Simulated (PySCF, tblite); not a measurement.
# 1,4-cyclohexanedione (C6H8O2): dynamics, then NMR shifts on frames, part 1 of 2

How do NMR shifts of 1,4-cyclohexanedione (C6H8O2) (`O=C1CCC(=O)CC1`) change as the atoms move?

Computed with tblite 0.8.0 and PySCF 2.14.0, with density-fitted response routines of our own, on a single molecule in the gas phase. Atoms are numbered from 0 throughout.

### Step 1. The molecule as given

16 atoms, charge 0, multiplicity 1; geometry from: GFN2-xTB.

Bonds of the start (Å): O0–C1 1.20, C1–C2 1.51, C2–C3 1.52, C3–C4 1.51, C4–O5 1.20, C4–C6 1.51, C6–C7 1.52, C7–C1 1.51, C2–H8 1.09, C2–H9 1.09, C3–H10 1.09, C3–H11 1.09, C6–H12 1.09, C6–H13 1.09, C7–H14 1.09, C7–H15 1.09.

### Step 2. A short Langevin run with GFN2-xTB

The job: settings as JSON, then the geometry in Å.

```
{"job": {"kind": "md", "xc": "GFN2-xTB", "basis": "xTB", "temperature": 600, "steps": 2000, "every": 50, "frames": 5}, "charge": 0, "multiplicity": 1}
O     -0.486187     2.645180    -0.321473
C     -0.269721     1.469724    -0.179569
C      1.048146     0.930723     0.328049
C      1.345302    -0.473180    -0.186955
C      0.269507    -1.467567     0.185454
O      0.487014    -2.640877     0.341965
C     -1.104049    -0.856941     0.345818
C     -1.291103     0.400958    -0.494905
H      1.845196     1.625217     0.056700
H      0.990234     0.920077     1.420904
H      1.406951    -0.461768    -1.279572
H      2.306756    -0.832459     0.184093
H     -1.858021    -1.607425     0.101664
H     -1.224157    -0.615577     1.406520
H     -2.292126     0.815664    -0.363954
H     -1.181339     0.157197    -1.556149
```

Level: GFN2-xTB Langevin dynamics, gas phase.

On the command line:

```sh
OMP_NUM_THREADS=1 python probes_run.py task.json out
```

This one command runs all jobs of the session in turn.

Standard output:

```text
t/fs     T/K      E/eV
    0.0   487.9   -681.62959
   25.0   245.1   -681.05170
   50.0   213.9   -680.80110
   75.0   315.9   -680.97493
  100.0   404.7   -681.01654
  125.0   346.9   -680.94474
  150.0   410.7   -680.88297
  175.0   470.3   -680.94496
  200.0   421.4   -680.88467
  225.0   434.3   -680.77055
  250.0   397.9   -680.79525
  275.0   593.2   -680.90379
  300.0   533.2   -680.86914
  325.0   403.4   -680.69772
  350.0   622.4   -680.96016
  375.0   399.1   -680.59012
  400.0   596.6   -680.87429
  425.0   389.4   -680.37633
  450.0   497.0   -680.62918
  475.0   468.7   -680.72110
  500.0   562.7   -680.80274
  525.0   563.5   -680.50985
  550.0   590.2   -680.62153
  575.0   534.9   -680.88423
  600.0   443.2   -680.33097
  625.0   615.3   -680.68790
  650.0   506.6   -680.64362
  675.0   531.3   -680.61861
  700.0   647.7   -680.48904
  725.0   481.7   -680.61012
  750.0   494.7   -680.79053
  775.0   505.7   -680.66949
  800.0   543.2   -680.61402
  825.0   668.2   -680.78907
  850.0   472.3   -680.67620
  875.0   628.2   -680.83026
  900.0   646.0   -680.50224
  925.0   899.0   -680.52528
  950.0   673.1   -680.07044
  975.0   753.9   -680.57094
 1000.0   513.7   -680.61021
```

It took 11 s on 1 thread of Arm Neoverse V1, shared host; peak memory 0.18 GiB.

Distance from the start (root mean square after alignment): 0 fs 0.00 Å, 200 fs 0.20 Å, 400 fs 0.12 Å, 600 fs 0.50 Å, 800 fs 0.27 Å, 1000 fs 0.21 Å.

Positions (Å) and forces (eV/Å) at 1000 fs:

```xyz
16

O     0.275    2.692    1.896   -0.377   -0.693    0.164
C    -0.134    1.556    1.808    1.909   -0.085    0.156
C     0.829    0.331    1.789    0.743    1.813   -1.883
C     0.347   -0.403    0.526   -2.193   -1.724    0.995
C    -1.158   -0.993    0.818    1.852   -3.259   -1.988
O    -1.562   -2.032    0.283    0.974    2.248    0.793
C    -1.863   -0.241    1.819   -1.851    1.400   -0.594
C    -1.529    1.192    1.435    0.680   -0.091    1.997
H     1.876    0.787    1.575   -1.442   -0.864    0.577
H     0.876   -0.366    2.607   -0.151    0.239    0.416
H     0.219    0.249   -0.345    0.625   -0.495    0.144
H     0.914   -1.338    0.411    0.107    0.646   -0.658
H    -2.959   -0.336    1.751    0.110   -0.375   -0.258
H    -1.653   -0.537    2.815    0.696    0.013    0.907
H    -2.127    1.865    1.970   -1.254    1.139    0.668
H    -1.623    1.389    0.410   -0.427    0.087   -1.437
```

### Step 3. Nuclear shieldings: 250 fs, PBE0/pcSseg-1

The job: settings as JSON, then the geometry in Å.

```
{"job": {"kind": "nmr", "xc": "PBE0", "basis": "pcSseg-1", "pop": false}, "charge": 0, "multiplicity": 1}
O     -0.831900     2.488600    -0.235500
C     -0.716400     1.284200    -0.089500
C      0.437300     0.623800     0.776300
C      0.731800    -0.752500     0.404400
C     -0.465100    -1.717900     0.530400
O     -0.363600    -2.797000     0.984300
C     -1.795600    -1.022900     0.098600
C     -1.609500     0.243600    -0.782600
H      1.397900     1.249300     0.714500
H      0.173700     0.646000     1.784200
H      1.280700    -0.782800    -0.591800
H      1.512400    -1.264300     1.122100
H     -2.345200    -1.696600    -0.427300
H     -2.273500    -0.936800     1.101100
H     -2.550300     0.640000    -1.169900
H     -1.075500    -0.138600    -1.683700
```

Method: GIAO PBE0/pcSseg-1 NMR shielding, non-relativistic, gas phase.

Standard output:

```text
coarse grid: 13648 points
cycle   1  E = -383.0947170065  dE =  1.260e+00  |g| = 1.072e+00  |ddm| = 3.640e+00
cycle   2  E = -382.2982926654  dE =  7.964e-01  |g| = 2.313e+00  |ddm| = 3.223e+00
cycle   3  E = -383.3113867925  dE = -1.013e+00  |g| = 2.124e-01  |ddm| = 2.493e+00
cycle   4  E = -383.3208531308  dE = -9.466e-03  |g| = 9.004e-02  |ddm| = 2.346e-01
cycle   5  E = -383.3225312839  dE = -1.678e-03  |g| = 2.767e-02  |ddm| = 8.124e-02
cycle   6  E = -383.3226586734  dE = -1.274e-04  |g| = 9.923e-03  |ddm| = 2.432e-02
cycle   7  E = -383.3226758025  dE = -1.713e-05  |g| = 2.450e-03  |ddm| = 7.395e-03
cycle   8  E = -383.3226770005  dE = -1.198e-06  |g| = 6.582e-04  |ddm| = 3.170e-03
final grid: 132640 points
cycle   9  E = -383.3934939545  dE = -6.020e-06  |g| = 1.561e-02  |ddm| = 2.863e-02
cycle  10  E = -383.3933330140  dE =  1.609e-04  |g| = 3.310e-02  |ddm| = 3.498e-02
cycle  11  E = -383.3935396482  dE = -2.066e-04  |g| = 1.398e-03  |ddm| = 2.517e-02
cycle  12  E = -383.3935400230  dE = -3.748e-07  |g| = 4.159e-04  |ddm| = 1.227e-03
cycle  13  E = -383.3935400504  dE = -2.746e-08  |g| = 1.972e-04  |ddm| = 4.633e-04
cycle  14  E = -383.3935400575  dE = -7.099e-09  |g| = 3.513e-05  |ddm| = 1.569e-04
cycle  15  E = -383.3935400578  dE = -2.640e-10  |g| = 7.315e-06  |ddm| = 3.607e-05
converged SCF energy = -383.3935400578

GIAO shielding tensors (ppm)
atom      isotropic    diamagn.    paramagn.     s11        s22        s33       span
  0 O     -376.254     396.665    -772.919   -995.469   -464.519    331.227   1326.696
  1 C      -30.177     246.906    -277.083   -120.644    -59.762     89.874    210.518
  2 C      143.072     250.396    -107.324    123.980    128.653    176.582     52.602
  3 C      136.208     249.983    -113.775    113.973    124.994    169.659     55.686
  4 C      -18.581     251.390    -269.971    -94.218    -57.293     95.768    189.987
  5 O     -296.778     395.908    -692.686   -845.051   -375.087    329.805   1174.855
  6 C      147.450     251.177    -103.728    131.923    138.999    171.427     39.505
  7 C      144.763     252.094    -107.332    128.487    134.702    171.099     42.612
  8 H       27.788      28.805      -1.018     23.356     27.338     32.670      9.314
  9 H       30.035      31.584      -1.548     26.825     29.162     34.118      7.293
 10 H       27.436      29.548      -2.111     25.113     25.886     31.310      6.197
 11 H       27.363      29.003      -1.640     23.723     27.015     31.352      7.629
 12 H       31.052      30.588       0.464     26.619     31.019     35.517      8.897
 13 H       29.039      28.251       0.788     26.026     27.553     33.537      7.511
 14 H       28.855      28.513       0.342     24.903     27.989     33.672      8.769
 15 H       28.264      30.079      -1.815     25.731     26.829     32.232      6.501
```

Run time: 22 s. Hardware: 1 thread of Arm Neoverse V1, shared host; peak memory 0.8 GiB.

The references, computed at this level on geometries of the same kind, shield at (ppm): 1H TMS 31.72, 13C TMS 186.9, 17O H2O 336.1. Their shielding less the atom's gives the shift. The references are single molecules in the gas phase, so shifts against H2O, NH3, PH3, H3PO4 or CFCl3 are not on the usual liquid scales and can be off by tens of ppm. Each atom is listed at this fixed geometry, with no averaging over motion; a spectrum would average atoms that exchange fast.

| atoms | environment | σ (ppm) | δ (ppm) |
| --- | --- | --- | --- |
| C1 | ketone carbonyl carbon | -30.2 | 217.1 |
| C4 | ketone carbonyl carbon | -18.6 | 205.5 |
| C3 | sp3 CH2 α to a carbonyl | 136.2 | 50.7 |
| C2 | sp3 CH2 α to a carbonyl | 143.1 | 43.9 |
| C7 | sp3 CH2 α to a carbonyl | 144.8 | 42.2 |
| C6 | sp3 CH2 α to a carbonyl | 147.4 | 39.5 |
| H11 | hydrogen on an sp3 CH2 α to a carbonyl | 27.36 | 4.35 |
| H10 | hydrogen on an sp3 CH2 α to a carbonyl | 27.44 | 4.28 |
| H8 | hydrogen on an sp3 CH2 α to a carbonyl | 27.79 | 3.93 |
| H15 | hydrogen on an sp3 CH2 α to a carbonyl | 28.26 | 3.45 |
| H14 | hydrogen on an sp3 CH2 α to a carbonyl | 28.85 | 2.86 |
| H13 | hydrogen on an sp3 CH2 α to a carbonyl | 29.04 | 2.68 |
| H9 | hydrogen on an sp3 CH2 α to a carbonyl | 30.04 | 1.68 |
| H12 | hydrogen on an sp3 CH2 α to a carbonyl | 31.05 | 0.67 |
| O0 | ketone oxygen | -376.3 | 712.3 |
| O5 | ketone oxygen | -296.8 | 632.9 |

Ring of atoms C1, C2, C3, C4, C6, C7: NICS(0) 3.2, NICS(1) -1.0, NICS(1)zz 1.3 ppm (means of both faces).

### Step 4. NMR shieldings: 425 fs, PBE0/pcSseg-1

The job: settings as JSON, then the geometry in Å.

```
{"job": {"kind": "nmr", "xc": "PBE0", "basis": "pcSseg-1", "pop": false}, "charge": 0, "multiplicity": 1}
O     -1.453900     2.330000     0.282300
C     -1.389000     1.172000     0.499100
C     -0.479200     0.498700     1.530400
C      0.013100    -0.867300     1.129500
C     -1.144200    -1.923100     0.963800
O     -0.959000    -3.096200     0.955900
C     -2.400100    -1.241600     0.459700
C     -2.156600     0.080100    -0.235000
H      0.524900     1.018600     1.869200
H     -1.293200     0.337900     2.241600
H      0.501300    -0.926800     0.239000
H      0.765600    -1.073900     1.820800
H     -3.046600    -1.802400    -0.325000
H     -3.179900    -1.077800     1.270300
H     -3.166800     0.447100    -0.654800
H     -1.495100    -0.034600    -1.164700
```

With the program's defaults for keys left out, this is: GIAO PBE0/pcSseg-1 NMR shielding, non-relativistic, gas phase.

Standard output:

```text
coarse grid: 13648 points
cycle   1  E = -383.0774878385  dE =  1.374e+00  |g| = 1.067e+00  |ddm| = 3.652e+00
cycle   2  E = -382.3479945371  dE =  7.295e-01  |g| = 2.240e+00  |ddm| = 3.212e+00
cycle   3  E = -383.2921602964  dE = -9.442e-01  |g| = 2.077e-01  |ddm| = 2.450e+00
cycle   4  E = -383.3015491558  dE = -9.389e-03  |g| = 7.971e-02  |ddm| = 2.300e-01
cycle   5  E = -383.3030048216  dE = -1.456e-03  |g| = 1.388e-02  |ddm| = 7.123e-02
cycle   6  E = -383.3030359672  dE = -3.115e-05  |g| = 6.948e-03  |ddm| = 1.309e-02
cycle   7  E = -383.3030439553  dE = -7.988e-06  |g| = 2.341e-03  |ddm| = 6.207e-03
final grid: 132640 points
cycle   8  E = -383.3739871222  dE = -1.007e-05  |g| = 1.709e-02  |ddm| = 3.473e-02
cycle   9  E = -383.3738080593  dE =  1.791e-04  |g| = 3.534e-02  |ddm| = 3.897e-02
cycle  10  E = -383.3740414737  dE = -2.334e-04  |g| = 1.414e-03  |ddm| = 2.731e-02
cycle  11  E = -383.3740418671  dE = -3.934e-07  |g| = 3.946e-04  |ddm| = 1.271e-03
cycle  12  E = -383.3740418928  dE = -2.568e-08  |g| = 1.868e-04  |ddm| = 4.242e-04
cycle  13  E = -383.3740418988  dE = -6.061e-09  |g| = 4.941e-05  |ddm| = 1.656e-04
cycle  14  E = -383.3740418993  dE = -5.201e-10  |g| = 5.847e-06  |ddm| = 4.609e-05
converged SCF energy = -383.3740418993

GIAO shielding tensors (ppm)
atom      isotropic    diamagn.    paramagn.     s11        s22        s33       span
  0 O     -272.365     398.126    -670.491   -805.578   -363.686    352.168   1157.746
  1 C      -15.501     249.160    -264.661   -101.115    -40.551     95.163    196.278
  2 C      138.253     252.798    -114.545    124.276    126.234    164.248     39.971
  3 C      147.063     252.379    -105.316    128.667    136.398    176.125     47.458
  4 C      -19.889     249.713    -269.602   -104.550    -43.348     88.232    192.781
  5 O     -348.328     394.425    -742.753   -967.941   -423.082    346.040   1313.981
  6 C      144.016     251.032    -107.017    128.035    137.148    166.864     38.829
  7 C      137.785     254.143    -116.358    123.140    131.062    159.153     36.013
  8 H       26.723      28.574      -1.851     21.098     27.014     32.057     10.959
  9 H       28.933      30.169      -1.236     27.094     28.573     31.132      4.039
 10 H       31.133      35.254      -4.121     29.157     29.542     34.700      5.543
 11 H       30.268      31.945      -1.677     24.978     30.648     35.178     10.200
 12 H       27.231      26.398       0.833     22.352     27.043     32.298      9.945
 13 H       27.715      26.657       1.058     25.123     26.074     31.948      6.825
 14 H       27.726      28.151      -0.425     23.319     27.525     32.336      9.017
 15 H       27.952      30.692      -2.740     25.691     26.447     31.718      6.027
```

It took 21 s on 1 thread of Arm Neoverse V1, shared host; peak memory 0.83 GiB.

This run: δ C4 206.8, C1 202.4, C7 49.1, C2 48.7, H8 4.99, H12 4.49 ppm.

(Continued in part 2 of 2.)
